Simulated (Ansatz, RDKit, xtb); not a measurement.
# Isomers of C5H4N2OSe, a sample narrowed down, part 2 of 2

Which of a sample of isomers of C5H4N2OSe is the most stable in the gas at 298.15 K, and what are its properties? The sample is small against all isomers, and the most stable one of this formula need not be in it.

xtb, Ansatz and PySCF; isolated molecules.

### 10 c443d at MP2/def2-TZVPP

File input.yaml:

```yaml
crystal:
  periodic: [false, false, false]
  atoms:
    - {symbol: C, position_ang: [-1.895103, -2.479006, -0.795833]}
    - {symbol: C, position_ang: [-0.846642, -1.644939, -0.187559]}
    - {symbol: C, position_ang: [1.119648, -0.624143, -0.020083]}
    - {symbol: C, position_ang: [0.642507, -0.167685, 1.200872]}
    - {symbol: C, position_ang: [1.320223, 0.690458, 2.165641]}
    - {symbol: N, position_ang: [-1.794399, -3.061550, -1.925504]}
    - {symbol: N, position_ang: [0.313726, -1.416671, -0.759156]}
    - {symbol: O, position_ang: [0.839322, 1.052075, 3.219382]}
    - {symbol: Se, position_ang: [-1.080833, -0.816514, 1.494485]}
    - {symbol: H, position_ang: [-0.867899, -2.847502, -2.325813]}
    - {symbol: H, position_ang: [-2.826584, -2.594706, -0.214975]}
    - {symbol: H, position_ang: [2.114134, -0.367518, -0.400636]}
    - {symbol: H, position_ang: [2.351670, 0.999658, 1.848665]}
basis:
  gaussian: {orbitals: def2-TZVPP}
correlation: {method: mp2, frozen_orbitals: {Se: 9, C: 1, O: 1, "N": 1, H: 0}}
```

Launch:

```
$ ansatz run input.yaml --threads 4 --pin off --max-ram 7830MiB --events-out events.jsonl --progress --plain --runs-dir runs
```

What it wrote:

```text
Warning: RAYON_NUM_THREADS=4 ignored (pool sized by the plan → 4); use --threads N
Functional definition: HF
  name "HF"
  exchange = exact_x
  correlation = 0
2229 factors; integrals over basis functions are off by at most 7.3e-4 eV
mean field evaluation 1: about -75513.3717 eV, gradient 5.4e1 eV
mean field evaluation 2: about -75513.9346 eV, gradient 5.4e1 eV
mean field evaluation 4: about -75521.2061 eV, gradient 6.6e0 eV
mean field evaluation 8: about -75521.4452 eV, gradient 1.0e0 eV
mean field evaluation 16: about -75521.4586 eV, gradient 1.1e-6 eV
mean field -75521.45857617 eV, -2775.3624123910 hartree, gradient 1.3e-6 eV, S^2 0.000000; 1 other end points of the search recorded, 0 dependent functions left out; unrestricted orbitals would lower it
17 core orbitals not correlated: weight in the atoms' cores, before any rotation towards them, 1.000 or more for the frozen orbitals, at most 0.000 for the correlated occupied ones
reference -75521.45857617 eV, -2775.3624123910 hartree; 28, 28 occupied and 307, 307 virtual orbitals, 2229 factors
second order -45.71549359 eV of doubles, -0.00000000 eV of singles
Total energy: -75567.17406976 eV, -2777.0424257934 hartree
```

It took 13 s on 4 threads of Arm Neoverse V2, shared host; peak memory 1.4 GiB.

### 11 c058b at CCSD(T)/def2-SVP

File input.yaml:

```yaml
basis:
  gaussian:
    orbitals: def2-SVP
crystal:
  periodic: [false, false, false]
  atoms:
    - {symbol: C, position_ang: [-1.591921, -2.926281, -0.373097]}
    - {symbol: C, position_ang: [-1.664495, -0.775466, 0.525131]}
    - {symbol: C, position_ang: [-0.292377, 0.913298, 0.115869]}
    - {symbol: C, position_ang: [0.838847, 1.490173, -0.540670]}
    - {symbol: C, position_ang: [-1.070694, 1.624518, 1.002128]}
    - {symbol: "N", position_ang: [-0.622472, -0.401130, -0.141522]}
    - {symbol: "N", position_ang: [1.758194, 1.976479, -1.066527]}
    - {symbol: O, position_ang: [-2.222999, -1.971307, 0.492684]}
    - {symbol: Se, position_ang: [-2.442392, 0.549556, 1.651583]}
    - {symbol: H, position_ang: [-2.177368, -3.846972, -0.273678]}
    - {symbol: H, position_ang: [-0.548936, -3.087794, -0.063657]}
    - {symbol: H, position_ang: [-1.603436, -2.562919, -1.411146]}
    - {symbol: H, position_ang: [-0.937177, 2.662587, 1.304785]}
correlation:
  method: ccsd_t
  frozen_orbitals: {Se: 9, C: 1, O: 1, "N": 1, H: 0}
```

Launch:

```
$ ansatz run input.yaml --threads 4 --pin off --max-ram 7830MiB --events-out events.jsonl --progress --plain --runs-dir runs
```

What it wrote, shortened:

```text
Warning: RAYON_NUM_THREADS=4 ignored (pool sized by the plan → 4); use --threads N
[... 2 set-up lines as earlier in the session ...]
[...]
1665 factors; integrals over basis functions are off by at most 1.3e-3 eV
[...]
mean field -75501.75146419 eV, -2774.6381893837 hartree, gradient 1.7e-6 eV, S^2 0.000000; 0 other end points of the search recorded, 0 dependent functions left out; unrestricted orbitals would lower it
17 core orbitals not correlated: weight in the atoms' cores, before any rotation towards them, 1.000 or more for the frozen orbitals, at most 0.000 for the correlated occupied ones
reference -75501.75146419 eV, -2774.6381893837 hartree; 28, 28 occupied and 119, 119 virtual orbitals, 1665 factors
second order -37.60489493 eV of doubles, -0.00000000 eV of singles
cycle   1  -36.82180076 eV  change    7.8e-1 eV  update   1.7e-1
[...]
cycle  10  -38.24888755 eV  change    6.5e-6 eV  update   3.4e-5
perturbative correction -1.60132030 eV, -0.0588474355 hartree
Total energy: -75541.60167204 eV, -2776.1026575108 hartree
```

It took 65 s on 4 threads of Arm Neoverse V2, shared host; peak memory 1.9 GiB.

For c443d, c058b, c107a, c621a, c303b the log finds that unrestricted Hartree-Fock orbitals lie lower, a sign to watch the closed-shell reference there.

### 12 Free energies and the winner

Energies in kcal/mol from c058b; G adds the thermal terms to the CCSD(T)/def2-SVP + MP2/def2-TZVPP - MP2/def2-SVP energy. The columns left of the relaxed level are at the tight-binding geometries.

```csv
label,SMILES,spin,GFN2-xTB,HF/STO-3G,r2SCAN-D4/def2-SVP,"r2SCAN-D4/def2-SVP, relaxed",HF/def2-SVP,MP2/def2-SVP,CCSD(T)/def2-SVP + MP2/def2-TZVPP - MP2/def2-SVP,G,share at equilibrium,T1
c058b,COc1nc(C#N)c[se]1,singlet,0.0,0.0,0.0,0.0,0.0,0.0,0.0,0.0,58.7 %,0.014
c443d,N=Cc1ncc(C=O)[se]1,singlet,11.8,37.2,-3.3,-4.0,4.3,2.4,0.3,0.2,40.2 %,0.016
c107a,COc1nc[se]c1C#N,singlet,2.8,3.4,0.5,0.5,3.1,2.7,2.5,2.5,0.8 %,0.016
c303b,N#CC[Se]c1cnco1,singlet,5.3,0.7,7.5,6.6,2.7,4.7,3.3,3.2,0.3 %,0.013
c621a,COc1c[se]c(C#N)n1,singlet,4.9,8.4,4.1,4.2,9.8,4.2,5.5,5.5,< 0.1 %,0.014
```

Lowest found: c058b, `COc1nc(C#N)c[se]1`, a singlet. Bond lengths: C3–C4 1.430 Å, C3–C5 1.377 Å, C2–N6 1.292 Å, C3–N6 1.379 Å, C4–N7 1.165 Å, C1–O8 1.435 Å, C2–O8 1.320 Å, C2–Se9 1.905 Å, C5–Se9 1.860 Å, C1–H10 1.096 Å, C1–H11 1.100 Å, C1–H12 1.100 Å, C5–H13 1.090 Å. Some angles: C3–C4–N7 179.1°, C4–C3–C5 122.3°, C4–C3–N6 119.2°, C5–C3–N6 118.5°, C3–C5–Se9 110.1°, C2–N6–C3 111.9°, N6–C2–O8 126.2°, N6–C2–Se9 115.6°, O8–C2–Se9 118.1°, C1–O8–C2 115.6°.

```xyz
13

C    -1.5919   -2.9263   -0.3731
C    -1.6645   -0.7755    0.5251
C    -0.2924    0.9133    0.1159
C     0.8388    1.4902   -0.5407
C    -1.0707    1.6245    1.0021
N    -0.6225   -0.4011   -0.1415
N     1.7582    1.9765   -1.0665
O    -2.2230   -1.9713    0.4927
Se   -2.4424    0.5496    1.6516
H    -2.1774   -3.8470   -0.2737
H    -0.5489   -3.0878   -0.0637
H    -1.6034   -2.5629   -1.4111
H    -0.9372    2.6626    1.3048
```

### 13 Outcome

This closing draws on all 2 parts.

| quantity | value |
| --- | --- |
| lowest structure found | COc1nc(C#N)c[se]1, singlet |
| next finalist | N=Cc1ncc(C=O)[se]1, singlet, 0.2 kcal/mol higher in G |
| share at equilibrium, among the finalists | 58.7 % |
| funnel | 21 starts, 21 minima at GFN2-xTB, 14 screening runs, 6 relaxed, 5 ranked |
| CPU time of all runs | 36 min |

**Reading.** The search ends on `COc1nc(C#N)c[se]1`. Its margin of 0.2 kcal/mol is inside the likely error of CCSD(T)/def2-SVP + MP2/def2-TZVPP - MP2/def2-SVP with harmonic terms (about 1.5 kcal/mol), so the order of the first two is not settled. HF/STO-3G, HF/def2-SVP and MP2/def2-SVP already put its bonding pattern lowest among the structures in one piece; GFN2-xTB favours the singlet C1=Nc2n[se]cc2OC1 (c304a, not a finalist); r2SCAN-D4/def2-SVP and r2SCAN-D4/def2-SVP, relaxed favour the singlet N=Cc1ncc(C=O)[se]1. The largest share of the time went into the final energies (71 %). 2 minima inside the window were never screened. Lowest found is not proven lowest: the search is finite, and each finalist counts with one conformer. Only 11 drawn patterns were tried, so whole families of isomers are missing, and the result ranks this sample alone. The lowest isomer need not be the one that is made and kept in a bottle, which depends on barriers.
